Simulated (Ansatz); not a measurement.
**CuNH₂: taking an electron away**

The task here is to estimate one member of a computed series from the others.

Method: unrestricted cation, the program's frozen cores in correlated methods; program: Ansatz 0.2.0, Gaussian basis.

Plan: UKS PBE-D4/def2-TZVPP; UKS r2SCAN-D4/def2-TZVPP; UKS PBE0-D4/def2-TZVPP; UKS B3LYP-D4/def2-TZVPP; UKS wB97X-V/def2-TZVPP; UKS wB97M-V/def2-TZVPP; UKS B2PLYP (frozen core with 3s3p of Cu, Zn)/def2-TZVPP; UHF-CCSD(T) with 3s3p of Cu, Zn/def2-TZVPP; UHF-CCSD(T) with 3s3p of Cu, Zn/def2-QZVPP; extrapolation to the limit; then −ε(HOMO) from the neutral's earlier runs with LDA (SPW92), PBE-D4, revPBE-D4, BLYP-D4, r2SCAN-D4, B97M-V, PBE0-D4, B3LYP-D4, r2SCANh-D4, r2SCAN0-D4, HSE06-D4, BHLYP-D4, CAM-B3LYP-D4, LC-ωPBE, ωB97X-V, ωB97M-V.

### Structure used throughout

The geometry comes from an earlier relaxation with PBE0-D4 in a triple-zeta def2 set; it is a stationary point.

SMILES `[NH2][Cu]`, 4 atoms, charge 0, spin multiplicity 1.

Atoms are counted from 1 here; the program's logs count them from 0.

Bond lengths: N1–Cu2 1.830 Å, N1–H3 1.019 Å, N1–H4 1.019 Å. Angles: Cu2–N1–H3 107.0°, Cu2–N1–H4 107.0°, H3–N1–H4 104.5°.

Set-up of the first run:

Input file in.yaml:

```yaml
crystal:
  periodic: [false, false, false]
  atoms:
    - {symbol: N, position_ang: [-0.277274, 0.250886, 0.117513]}
    - {symbol: Cu, position_ang: [1.383590, -0.301574, 0.652607]}
    - {symbol: H, position_ang: [-0.862446, -0.581510, 0.055500]}
    - {symbol: H, position_ang: [-0.188369, 0.571898, -0.845920]}
basis:
  gaussian: {orbitals: def2-TZVPP}
total_charge: 1
magnetization: {spin_polarized: true, initial_magnetization: 1}
hamiltonian: {xc: pbe, dispersion: d4}
```

On the command line:

```bash
> ansatz run in.yaml --threads 2 --pin off --events-out ev --progress --plain --max-ram 32768MiB --backend cpu
```

Steps of the session up to this table: Cation, UKS PBE-D4/def2-TZVPP; Cation, UKS r2SCAN-D4/def2-TZVPP; Cation, UKS PBE0-D4/def2-TZVPP; Cation, UKS B3LYP-D4/def2-TZVPP; Cation, UKS wB97X-V/def2-TZVPP; Cation, UKS wB97M-V/def2-TZVPP; Cation, UKS B2PLYP (frozen core with 3s3p of Cu, Zn)/def2-TZVPP; Cation, UHF-CCSD(T) with 3s3p of Cu, Zn/def2-TZVPP; Cation, UHF-CCSD(T) with 3s3p of Cu, Zn/def2-QZVPP.

One table of the session follows, with a row left open; its other results are not shown here.

Orbital estimates, from the neutral's runs:

```
  functional  −ε(HOMO) (eV)
 LDA (SPW92)           5.14
      PBE-D4           4.94
   revPBE-D4           4.86
     BLYP-D4           4.90
   r2SCAN-D4           5.06
      B97M-V           5.12
     PBE0-D4           6.06
    B3LYP-D4           5.96
  r2SCANh-D4           5.52
  r2SCAN0-D4           6.17
    HSE06-D4              ?
    BHLYP-D4           7.11
CAM-B3LYP-D4           7.46
     LC-ωPBE           8.67
     ωB97X-V           8.35
     ωB97M-V           8.33
```

Estimate the missing values for HSE06-D4.

The run gave: −ε(HOMO) (eV): 5.66. In the column «−ε(HOMO) (eV)» it lies between r2SCANh-D4 (5.52) and B3LYP-D4 (5.96).

Caveats from the session: The cation may have settled in a state other than its lowest; no search over hole states beyond the program's own was made.
